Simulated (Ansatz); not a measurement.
# SiH₅F (built from SMILES F.[SiH4]): a barrier at many levels of theory

Aim: the barrier and energy of one elementary step (Si1–F7 formed, H2–H6 formed, Si1–H2 broken, H6–F7 broken) from LDA up to coupled cluster, on fixed structures, to see where each rung fails.

The runs use Ansatz 0.2.0, Gaussian basis; single points in def2-TZVPP on PBE0-D4/def2-TZVP structures.

Levels: SPW92, PBE-D4, BLYP-D4, r2SCAN-D4, B97M-V, PBE0-D4, B3LYP-D4, r2SCAN0-D4, BHLYP-D4, CAM-B3LYP-D4, wB97X-V, wB97M-V, B2PLYP, PBE-QIDH, RPA on PBE, Hartree-Fock, MP2, CCSD, CCSD(T). The reference is CCSD(T) at the basis limit, from triple and quadruple zeta. Zero-point energies come from PBE0-D4 vibrations.

Cores are frozen in the correlated methods. B3LYP uses VWN-RPA correlation. B2PLYP carries no dispersion term here.

80 further runs of the same task are left out: 80 set aside as unsound or not needed.

**1. Start, saddle and end, as given**

Charge 0, multiplicity 1. The folders r, ts and p hold the start, the saddle and the end; their coordinates stand in the first inputs.

| pair | r (Å) | ts (Å) | p (Å) |
| --- | --- | --- | --- |
| Si1–F7 | 3.540 | 1.939 | 1.602 |
| H2–H6 | 1.780 | 0.971 | 0.747 |
| Si1–H2 | 1.495 | 1.696 | 4.218 |
| H6–F7 | 0.925 | 1.209 | 2.653 |

**2. SPW92/def2-TZVPP**

r/in.yaml

```yaml
crystal:
  periodic: [false, false, false]
  atoms:
    - {symbol: Si, position_ang: [-0.607846, 0.479564, -0.480633]}
    - {symbol: H, position_ang: [0.393021, -0.617633, -0.649350]}
    - {symbol: H, position_ang: [-1.241748, 0.709252, -1.800743]}
    - {symbol: H, position_ang: [-1.617401, 0.051913, 0.515759]}
    - {symbol: H, position_ang: [0.097529, 1.698672, -0.021150]}
    - {symbol: H, position_ang: [1.309976, -1.112428, 0.793798]}
    - {symbol: F, position_ang: [1.666370, -1.209240, 1.642219]}
basis:
  gaussian: {orbitals: def2-TZVPP}
hamiltonian: {xc: lda}
```

ts/in.yaml

```yaml
crystal:
  periodic: [false, false, false]
  atoms:
    - {symbol: Si, position_ang: [-0.326469, 0.323900, -0.062253]}
    - {symbol: H, position_ang: [0.591919, -0.894178, -0.803463]}
    - {symbol: H, position_ang: [-0.897663, 0.476976, -1.438330]}
    - {symbol: H, position_ang: [-1.478134, -0.093434, 0.762556]}
    - {symbol: H, position_ang: [0.319671, 1.624737, 0.204655]}
    - {symbol: H, position_ang: [0.926709, -0.941537, 0.107159]}
    - {symbol: F, position_ang: [0.863868, -0.496364, 1.229575]}
basis:
  gaussian: {orbitals: def2-TZVPP}
hamiltonian: {xc: lda}
```

p/in.yaml

```yaml
crystal:
  periodic: [false, false, false]
  atoms:
    - {symbol: Si, position_ang: [-0.648831, 0.830522, 0.437503]}
    - {symbol: H, position_ang: [1.611399, -2.187603, -1.453251]}
    - {symbol: H, position_ang: [-0.836923, 0.561652, -1.007204]}
    - {symbol: H, position_ang: [-1.902190, 0.574223, 1.184890]}
    - {symbol: H, position_ang: [-0.185223, 2.220885, 0.654619]}
    - {symbol: H, position_ang: [1.484670, -1.834520, -0.807531]}
    - {symbol: F, position_ang: [0.477000, -0.165058, 0.990876]}
basis:
  gaussian: {orbitals: def2-TZVPP}
hamiltonian: {xc: lda}
```

Each run has its own folder and the same command.

The run is started by

```
$ ansatz run in.yaml --threads 2 --pin off --events-out ev --progress --plain --max-ram 4352MiB
```

After this run come: PBE-D4/def2-TZVPP; BLYP-D4/def2-TZVPP; r2SCAN-D4/def2-TZVPP; B97M-V/def2-TZVPP; PBE0-D4/def2-TZVPP; B3LYP-D4/def2-TZVPP; r2SCAN0-D4/def2-TZVPP; BHLYP-D4/def2-TZVPP; CAM-B3LYP-D4/def2-TZVPP; wB97X-V/def2-TZVPP; wB97M-V/def2-TZVPP; B2PLYP/def2-TZVPP; PBE-QIDH/def2-TZVPP; RPA on PBE/def2-TZVPP; CCSD(T)/def2-TZVPP; MP2/def2-QZVPP; Vibrations of the start structure; Vibrations of the end structure.

Q: Predict the outcome of this session. Wanted: barrier, CCSD(T)/CBS; reverse barrier, CCSD(T)/CBS; step energy, CCSD(T)/CBS; barrier with zero-point energy; step energy with zero-point energy; imaginary mode at the saddle; largest T1 diagnostic.

As calculated:

```
                          quantity       value
              barrier, CCSD(T)/CBS    1.542 eV
      reverse barrier, CCSD(T)/CBS    2.600 eV
          step energy, CCSD(T)/CBS   -1.058 eV
    barrier with zero-point energy    1.510 eV
step energy with zero-point energy   -1.156 eV
      imaginary mode at the saddle  1134i cm⁻¹
             largest T1 diagnostic       0.013
```

The functionals run from B2PLYP, off by -0.046 eV, to SPW92, off by -0.646 eV, against CCSD(T)/CBS. By rung, the mean size of the error is: LDA 0.646, GGA 0.282, meta-GGA 0.198, hybrid 0.119, range-separated hybrid 0.105, double hybrid 0.047 eV. PBE-D4 gives a barrier 0.349 eV too low, outside chemical accuracy (1 kcal/mol, 0.043 eV). Every functional without exact exchange puts the barrier too low, the usual mark of self-interaction error, which favours the spread-out density of a saddle. The barrier rises with the share of exact exchange, from BLYP-D4 through B3LYP-D4 to BHLYP-D4 (-0.214, -0.091, +0.097 eV). Hartree-Fock, with no correlation, is off by +0.598 eV. Zero-point motion lowers the barrier by 0.032 eV.
